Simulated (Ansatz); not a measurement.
# CH₄ClInS: basis-set convergence

An exercise on one series of results from a longer session: the logs are not shown, and one member is left open.

The runs use Ansatz 0.2.0, Gaussian basis; one geometry, several basis sets.

Levels to be run: PBE0-D4/def2-SVP; ωB97M-V/def2-SVP; PBE0-D4/def2-QZVPP; ωB97M-V/def2-QZVPP; the functionals' def2-TZVPP values are taken from earlier runs.

**The geometry**

All runs share one geometry, relaxed beforehand with PBE0-D4 in a triple-zeta def2 set. In takes the def2 core potential; no spin-orbit term is included.

SMILES `[CH3][In]([SH])[Cl]`, 8 atoms, charge 0, spin multiplicity 1.

Atoms are counted from 1 here; the program's logs count them from 0.

Bond lengths: C1–In2 2.129 Å, C1–H5 1.089 Å, C1–H6 1.090 Å, C1–H7 1.090 Å, In2–S3 2.373 Å, In2–Cl4 2.345 Å, S3–H8 1.344 Å. Angles: In2–C1–H5 109.0°, In2–C1–H6 109.4°, In2–C1–H7 109.6°, H5–C1–H6 109.9°, H5–C1–H7 110.0°, H6–C1–H7 109.0°, C1–In2–S3 130.2°, C1–In2–Cl4 119.2°, S3–In2–Cl4 110.6°, In2–S3–H8 92.2°.

Set-up of the first run:

in.yaml reads:

```yaml
crystal:
  periodic: [false, false, false]
  atoms:
    - {symbol: C, position_ang: [-0.140065, 1.518766, -0.451334]}
    - {symbol: In, position_ang: [-0.068529, -0.535010, 0.106507]}
    - {symbol: S, position_ang: [1.651475, -1.774376, 1.173762]}
    - {symbol: Cl, position_ang: [-1.915315, -1.907227, -0.344545]}
    - {symbol: H, position_ang: [-1.078452, 1.713901, -0.967535]}
    - {symbol: H, position_ang: [-0.072993, 2.139505, 0.442169]}
    - {symbol: H, position_ang: [0.700014, 1.748490, -1.106547]}
    - {symbol: H, position_ang: [0.923865, -2.904049, 1.147514]}
basis:
  gaussian: {orbitals: def2-SVP}
hamiltonian: {xc: pbe0, dispersion: d4}
output: {orbitals: {seedname: orbitals}}
```

Steps of the session up to this table: PBE0-D4 in def2-SVP; ωB97M-V in def2-SVP; PBE0-D4 in def2-QZVPP; ωB97M-V in def2-QZVPP.

One table of the session follows, with a row left open; its other results are not shown here.

It belongs to the step «Density functionals: the series». 

| functional | basis | HOMO (eV) |
| --- | --- | --- |
| PBE0-D4 | def2-SVP | -7.51 |
| PBE0-D4 | def2-TZVPP | -7.66 |
| PBE0-D4 | def2-QZVPP | -7.68 |
| ωB97M-V | def2-SVP | -9.66 |
| ωB97M-V | def2-TZVPP | -9.85 |
| ωB97M-V | def2-QZVPP | ? |

**Question.** Estimate the row for ωB97M-V, def2-QZVPP.

As computed: HOMO (eV): -9.88. In the column «HOMO (eV)» it is the lowest.
